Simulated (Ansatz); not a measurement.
# C5H4F6: one species, many methods

One table from this session's results is given with a row withheld; the runs are named, their logs left out.

Method: functionals in def2-TZVPP, the program's frozen cores in correlated methods; program: Ansatz 0.2.0, Gaussian basis.

Levels to be run: LDA (SPW92), PBE-D4, revPBE-D4, BLYP-D4, r2SCAN-D4, B97M-V, PBE0-D4, B3LYP-D4, r2SCANh-D4, r2SCAN0-D4, HSE06-D4, BHLYP-D4, CAM-B3LYP-D4, LC-ωPBE, ωB97X-V, ωB97M-V, B2PLYP, PBE-QIDH; CCSD(T)/def2-SVP; CCSD(T)/def2-TZVPP; MP2/def2-QZVPP; extrapolation to the limit; RPA on PBE.

## The relaxed structure

An earlier PBE0-D4 in a triple-zeta def2 set relaxation fixed the geometry.

SMILES `F[C@@H]1[C@@H](F)CC(F)(F)C1(F)F`, 15 atoms, charge 0, spin multiplicity 1.

Atoms are counted from 1 here; the program's logs count them from 0.

Bond lengths: F1–C2 1.374 Å, C2–C3 1.524 Å, C2–C10 1.534 Å, C2–H12 1.093 Å, C3–C4 1.510 Å, C3–H13 1.089 Å, C3–H14 1.092 Å, C4–F5 1.356 Å, C4–F6 1.340 Å, C4–C7 1.543 Å, C7–F8 1.355 Å, C7–F9 1.331 Å, C7–C10 1.541 Å, C10–F11 1.365 Å, C10–H15 1.093 Å. Angles: F1–C2–C3 111.3°, F1–C2–C10 111.4°, F1–C2–H12 108.0°, C3–C2–C10 106.8°, C3–C2–H12 111.5°, C10–C2–H12 107.8°, C2–C3–C4 103.0°, C2–C3–H13 113.8°, C2–C3–H14 109.6°, C4–C3–H13 112.1°, C4–C3–H14 108.7°, H13–C3–H14 109.4°, C3–C4–F5 110.3°, C3–C4–F6 114.4°, C3–C4–C7 103.5°, F5–C4–F6 107.8°, F5–C4–C7 107.9°, F6–C4–C7 112.8° and more.

The first run:

in.yaml

```yaml
crystal:
  periodic: [false, false, false]
  atoms:
    - {symbol: F, position_ang: [-1.693057, -0.283749, -1.779253]}
    - {symbol: C, position_ang: [-0.661367, 0.272571, -1.062484]}
    - {symbol: C, position_ang: [-1.092921, 0.603425, 0.361449]}
    - {symbol: C, position_ang: [0.204508, 0.543455, 1.130720]}
    - {symbol: F, position_ang: [0.962741, 1.634232, 0.858737]}
    - {symbol: F, position_ang: [0.057513, 0.467134, 2.460346]}
    - {symbol: C, position_ang: [0.917253, -0.689656, 0.536906]}
    - {symbol: F, position_ang: [0.383560, -1.791068, 1.117868]}
    - {symbol: F, position_ang: [2.231656, -0.691729, 0.747074]}
    - {symbol: C, position_ang: [0.527340, -0.690930, -0.954142]}
    - {symbol: F, position_ang: [1.568699, -0.280183, -1.735229]}
    - {symbol: H, position_ang: [-0.321264, 1.164052, -1.596087]}
    - {symbol: H, position_ang: [-1.581625, 1.571273, 0.458801]}
    - {symbol: H, position_ang: [-1.758410, -0.178320, 0.734062]}
    - {symbol: H, position_ang: [0.233474, -1.701207, -1.249469]}
basis:
  gaussian: {orbitals: def2-TZVPP}
hamiltonian: {xc: lda}
output: {orbitals: {seedname: orbitals}}
```

On the command line:

```sh
$ ansatz run in.yaml --threads 4 --pin off --events-out ev --progress --plain --max-ram 66560MiB --backend cuda --devices 0, --max-vram 37GiB
```

Among the steps run: LDA; PBE-D4 (GGA); revPBE-D4 (GGA); BLYP-D4 (GGA); r2SCAN-D4 (meta-GGA); B97M-V (meta-GGA); PBE0-D4 (hybrid); B3LYP-D4 (hybrid); r2SCANh-D4 (hybrid); r2SCAN0-D4 (hybrid); HSE06-D4 (hybrid); BHLYP-D4 (hybrid); CAM-B3LYP-D4 (range-separated); LC-ωPBE (range-separated); ωB97X-V (range-separated); ωB97M-V (range-separated); B2PLYP (double hybrid); PBE-QIDH (double hybrid).

One table of the session follows, with a row left open; its other results are not shown here.

It belongs to the step «Orbital energies across the functionals». 

```
  functional  HOMO (eV)  gap (eV)
 LDA (SPW92)      -8.00      6.82
      PBE-D4      -7.77      6.93
   revPBE-D4      -7.68      6.96
     BLYP-D4      -7.76      7.03
   r2SCAN-D4      -8.15      7.62
      B97M-V          ?         ?
     PBE0-D4      -9.50      9.73
    B3LYP-D4      -9.32      9.26
  r2SCANh-D4      -8.79      8.65
  r2SCAN0-D4      -9.75     10.18
    HSE06-D4      -9.09      8.93
    BHLYP-D4     -11.23     12.50
CAM-B3LYP-D4     -11.06     12.35
     LC-ωPBE     -12.29     14.85
     ωB97X-V     -11.96     14.42
     ωB97M-V     -11.87     14.07
```

**Question.** Estimate the row for B97M-V.

As computed: HOMO (eV): -8.32; gap (eV): 7.80. In the column «HOMO (eV)» it lies between r2SCANh-D4 (-8.79) and r2SCAN-D4 (-8.15).
